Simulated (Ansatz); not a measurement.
**C2H5NSi: a ladder of functionals and wavefunction methods**

The task here is to estimate one member of a computed series from the others.

Program: Ansatz 0.2.0, Gaussian basis. Level of theory: functionals in def2-TZVPP, the program's frozen cores in correlated methods. These are calculated values, not measurements.

Levels to be run: LDA (SPW92), PBE-D4, revPBE-D4, BLYP-D4, r2SCAN-D4, B97M-V, PBE0-D4, B3LYP-D4, r2SCANh-D4, r2SCAN0-D4, HSE06-D4, BHLYP-D4, CAM-B3LYP-D4, LC-ωPBE, ωB97X-V, ωB97M-V, B2PLYP, PBE-QIDH; CCSD(T)/def2-SVP; CCSD(T)/def2-TZVPP; MP2/def2-QZVPP; extrapolation to the limit; RPA on PBE.

## The relaxed structure

The geometry comes from an earlier relaxation with PBE0-D4 in a triple-zeta def2 set; it is a stationary point, not always the lowest conformer.

9 atoms, charge 0, spin multiplicity 1.

Atoms are counted from 1 here; the program's logs count them from 0.

Bond lengths: Si1–C2 1.869 Å, Si1–H5 1.489 Å, Si1–H6 1.486 Å, Si1–H7 1.487 Å, C2–C3 1.453 Å, C2–N4 1.561 Å, C2–H8 1.091 Å, C3–N4 1.241 Å, C3–H9 1.083 Å. Angles: C2–Si1–H5 109.8°, C2–Si1–H6 108.9°, C2–Si1–H7 110.8°, H5–Si1–H6 109.4°, H5–Si1–H7 108.3°, H6–Si1–H7 109.6°, Si1–C2–C3 123.5°, Si1–C2–N4 118.4°, Si1–C2–H8 117.3°, C3–C2–N4 48.5°, C3–C2–H8 116.6°, N4–C2–H8 113.5°, C2–C3–N4 70.3°, C2–C3–H9 150.3°, N4–C3–H9 139.4°, C2–N4–C3 61.2°.

The first run:

File in.yaml:

```yaml
crystal:
  periodic: [false, false, false]
  atoms:
    - {symbol: Si, position_ang: [-0.493321, 0.904974, -0.752896]}
    - {symbol: C, position_ang: [0.326393, -0.645048, -0.106496]}
    - {symbol: C, position_ang: [0.442887, -0.960599, 1.307319]}
    - {symbol: N, position_ang: [1.516090, -0.495381, 0.892457]}
    - {symbol: H, position_ang: [-1.833969, 0.573222, -1.308825]}
    - {symbol: H, position_ang: [-0.647884, 1.871308, 0.365692]}
    - {symbol: H, position_ang: [0.319871, 1.521054, -1.834381]}
    - {symbol: H, position_ang: [0.447261, -1.474664, -0.804340]}
    - {symbol: H, position_ang: [0.011172, -1.341167, 2.224469]}
basis:
  gaussian: {orbitals: def2-TZVPP}
hamiltonian: {xc: lda}
output: {orbitals: {seedname: orbitals}}
```

Started as:

```bash
> ansatz run in.yaml --threads 2 --pin off --events-out ev --progress --plain --max-ram 4352MiB
```

Steps of the session up to this table: LDA; PBE-D4 (GGA); revPBE-D4 (GGA); BLYP-D4 (GGA); r2SCAN-D4 (meta-GGA); B97M-V (meta-GGA); B3LYP-D4 (hybrid); r2SCANh-D4 (hybrid); r2SCAN0-D4 (hybrid); HSE06-D4 (hybrid); BHLYP-D4 (hybrid); CAM-B3LYP-D4 (range-separated); LC-ωPBE (range-separated); ωB97X-V (range-separated); ωB97M-V (range-separated); B2PLYP (double hybrid); PBE-QIDH (double hybrid).

One table of the session follows, with a row left open; its other results are not shown here.

It belongs to the step «Orbital energies across the functionals». 

```
  functional  HOMO (eV)  gap (eV)
 LDA (SPW92)      -6.86      4.62
      PBE-D4      -6.73      4.75
   revPBE-D4      -6.67      4.80
     BLYP-D4      -6.59      4.75
   r2SCAN-D4      -6.97      5.23
      B97M-V      -7.11      5.43
     PBE0-D4      -8.02      7.19
    B3LYP-D4      -7.79      6.69
  r2SCANh-D4      -7.45      6.14
  r2SCAN0-D4      -8.18      7.48
    HSE06-D4      -7.62      6.40
    BHLYP-D4      -9.19      9.55
CAM-B3LYP-D4      -9.38      9.76
     LC-ωPBE          ?         ?
     ωB97X-V     -10.38     11.92
     ωB97M-V     -10.27     11.67
```

**Question.** Estimate the row for LC-ωPBE.

As computed: HOMO (eV): -10.76; gap (eV): 12.41. In the column «HOMO (eV)» it is the lowest.
